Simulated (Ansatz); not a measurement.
# BFH3NS: a ladder of functionals and wavefunction methods

The task here is to estimate one member of a computed series from the others.

Method: functionals in def2-TZVPP, the program's frozen cores in correlated methods; program: Ansatz 0.2.0, Gaussian basis.

Plan: PBE-D4, r2SCAN-D4, PBE0-D4, B3LYP-D4, ωB97X-V, ωB97M-V, B2PLYP; CCSD(T)/def2-TZVPP; CCSD(T)/def2-QZVPP; extrapolation to the limit.

### The relaxed structure

All runs share one geometry, relaxed beforehand with PBE0-D4 in a triple-zeta def2 set.

SMILES `NB(F)S`, 7 atoms, charge 0, spin multiplicity 1.

Atoms are counted from 1 here; the program's logs count them from 0.

Bond lengths: N1–B2 1.394 Å, N1–H5 1.003 Å, N1–H6 1.005 Å, B2–F3 1.338 Å, B2–S4 1.825 Å, S4–H7 1.341 Å. Angles: B2–N1–H5 123.7°, B2–N1–H6 121.5°, H5–N1–H6 114.7°, N1–B2–F3 119.1°, N1–B2–S4 121.3°, F3–B2–S4 119.5°, B2–S4–H7 94.7°.

Set-up of the first run:

in.yaml

```yaml
crystal:
  periodic: [false, false, false]
  atoms:
    - {symbol: N, position_ang: [-1.076054, 0.078609, 0.507759]}
    - {symbol: B, position_ang: [0.190812, -0.215661, 0.005822]}
    - {symbol: F, position_ang: [0.744749, -1.400460, 0.288349]}
    - {symbol: S, position_ang: [1.103758, 0.981473, -1.025722]}
    - {symbol: H, position_ang: [-1.554756, 0.944076, 0.338905]}
    - {symbol: H, position_ang: [-1.582081, -0.578006, 1.076209]}
    - {symbol: H, position_ang: [2.173582, 0.189978, -1.191322]}
basis:
  gaussian: {orbitals: def2-TZVPP}
hamiltonian: {xc: pbe, dispersion: d4}
output: {forces: true, orbitals: {seedname: orbitals}}
```

Command:

```sh
> ansatz run in.yaml --threads 2 --pin off --events-out ev --progress --plain --max-ram 20480MiB --backend cpu
```

Among the steps run: PBE-D4 (GGA); r2SCAN-D4 (meta-GGA); PBE0-D4 (hybrid); B3LYP-D4 (hybrid); ωB97X-V (range-separated); ωB97M-V (range-separated); B2PLYP (double hybrid); CCSD(T) in def2-TZVPP; CCSD(T) in def2-QZVPP.

One table of the session follows, with a row left open; its other results are not shown here.

```
            method  atomisation energy (kJ/mol)
            PBE-D4                       2764.6
         r2SCAN-D4                       2704.7
           PBE0-D4                       2699.3
          B3LYP-D4                       2697.7
           ωB97X-V                       2703.5
           ωB97M-V                            ?
            B2PLYP                       2669.7
     HF/def2-TZVPP                       1937.1
    MP2/def2-TZVPP                       2675.7
   CCSD/def2-TZVPP                       2560.9
CCSD(T)/def2-TZVPP                       2605.1
           MP2/CBS                       2754.4
       CCSD(T)/CBS                       2684.1
```

**Question.** Estimate the row for ωB97M-V.

The run gave: atomisation energy (kJ/mol): 2714.7. In the column «atomisation energy (kJ/mol)» it lies between r2SCAN-D4 (2704.7) and MP2/CBS (2754.4).
